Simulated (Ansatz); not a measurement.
**FGeH6N3: up Jacob's ladder to CCSD(T)**

The task here is to estimate one member of a computed series from the others.

Program: Ansatz 0.2.0, Gaussian basis. Level of theory: functionals in def2-TZVPP, the program's frozen cores in correlated methods. These are calculated values, not measurements.

The runs, in order: LDA (SPW92), PBE-D4, revPBE-D4, BLYP-D4, r2SCAN-D4, B97M-V, PBE0-D4, B3LYP-D4, r2SCANh-D4, r2SCAN0-D4, HSE06-D4, BHLYP-D4, CAM-B3LYP-D4, LC-ωPBE, ωB97X-V, ωB97M-V, B2PLYP, PBE-QIDH; CCSD(T)/def2-SVP; CCSD(T)/def2-TZVPP; MP2/def2-QZVPP; extrapolation to the limit; RPA on PBE.

### The geometry

An earlier PBE0-D4 in a triple-zeta def2 set relaxation fixed the geometry.

SMILES `[NH2][Ge]([NH2])([NH2])[F]`, 11 atoms, charge 0, spin multiplicity 1.

Atoms are counted from 1 here; the program's logs count them from 0.

Bond lengths: N1–Ge2 1.818 Å, N1–H6 1.010 Å, N1–H7 1.009 Å, Ge2–N3 1.802 Å, Ge2–N4 1.819 Å, Ge2–F5 1.743 Å, N3–H8 1.008 Å, N3–H9 1.008 Å, N4–H10 1.009 Å, N4–H11 1.010 Å. Angles: Ge2–N1–H6 115.0°, Ge2–N1–H7 115.7°, H6–N1–H7 110.0°, N1–Ge2–N3 106.1°, N1–Ge2–N4 124.9°, N1–Ge2–F5 101.8°, N3–Ge2–N4 106.1°, N3–Ge2–F5 117.0°, N4–Ge2–F5 101.7°, Ge2–N3–H8 116.0°, Ge2–N3–H9 116.0°, H8–N3–H9 111.0°, Ge2–N4–H10 115.7°, Ge2–N4–H11 114.8°, H10–N4–H11 109.9°.

The first run:

in.yaml

```yaml
crystal:
  periodic: [false, false, false]
  atoms:
    - {symbol: N, position_ang: [-1.517384, 0.843601, -0.220645]}
    - {symbol: Ge, position_ang: [0.161838, 0.243248, 0.135263]}
    - {symbol: N, position_ang: [-0.018450, -1.013569, 1.414162]}
    - {symbol: N, position_ang: [1.300856, -0.452337, -1.100188]}
    - {symbol: F, position_ang: [0.980713, 1.715343, 0.583451]}
    - {symbol: H, position_ang: [-1.559422, 1.701920, -0.750392]}
    - {symbol: H, position_ang: [-2.150766, 0.163753, -0.615093]}
    - {symbol: H, position_ang: [0.835302, -1.444824, 1.733747]}
    - {symbol: H, position_ang: [-0.615230, -0.772815, 2.190628]}
    - {symbol: H, position_ang: [0.963172, -1.260833, -1.601496]}
    - {symbol: H, position_ang: [1.684570, 0.219513, -1.748736]}
basis:
  gaussian: {orbitals: def2-TZVPP}
hamiltonian: {xc: lda}
output: {orbitals: {seedname: orbitals}}
```

Command:

```
> ansatz run in.yaml --threads 4 --pin off --events-out ev --progress --plain --max-ram 10444MiB
```

Among the steps run: LDA; PBE-D4 (GGA); revPBE-D4 (GGA); BLYP-D4 (GGA); r2SCAN-D4 (meta-GGA); B97M-V (meta-GGA); PBE0-D4 (hybrid); B3LYP-D4 (hybrid); r2SCANh-D4 (hybrid); r2SCAN0-D4 (hybrid); HSE06-D4 (hybrid); BHLYP-D4 (hybrid); CAM-B3LYP-D4 (range-separated); LC-ωPBE (range-separated); ωB97X-V (range-separated); ωB97M-V (range-separated); B2PLYP (double hybrid); PBE-QIDH (double hybrid).

One table of the session follows, with a row left open; its other results are not shown here.

It belongs to the step «Orbital energies across the functionals». 

| functional | HOMO (eV) | LUMO (eV) | gap (eV) |
| --- | --- | --- | --- |
| LDA (SPW92) | -5.97 | -0.76 | 5.22 |
| PBE-D4 | -5.79 | -0.60 | 5.19 |
| revPBE-D4 | -5.72 | -0.51 | 5.21 |
| BLYP-D4 | -5.68 | -0.64 | 5.04 |
| r2SCAN-D4 | -6.12 | -0.01 | 6.11 |
| B97M-V | -6.20 | -0.41 | 5.79 |
| PBE0-D4 | ? | ? | ? |
| B3LYP-D4 | -7.03 | -0.11 | 6.92 |
| r2SCANh-D4 | -6.68 | 0.27 | 6.95 |
| r2SCAN0-D4 | -7.52 | 0.67 | 8.18 |
| HSE06-D4 | -6.88 | -0.10 | 6.78 |
| BHLYP-D4 | -8.69 | 0.90 | 9.59 |
| CAM-B3LYP-D4 | -8.74 | 1.04 | 9.77 |
| LC-ωPBE | -10.16 | 2.40 | 12.56 |
| ωB97X-V | -9.76 | 2.16 | 11.92 |
| ωB97M-V | -9.66 | 1.73 | 11.39 |

**Question.** Estimate the row for PBE0-D4.

**Answer.** HOMO (eV): -7.28; LUMO (eV): 0.27; gap (eV): 7.55. In the column «HOMO (eV)» it lies between r2SCAN0-D4 (-7.52) and B3LYP-D4 (-7.03).
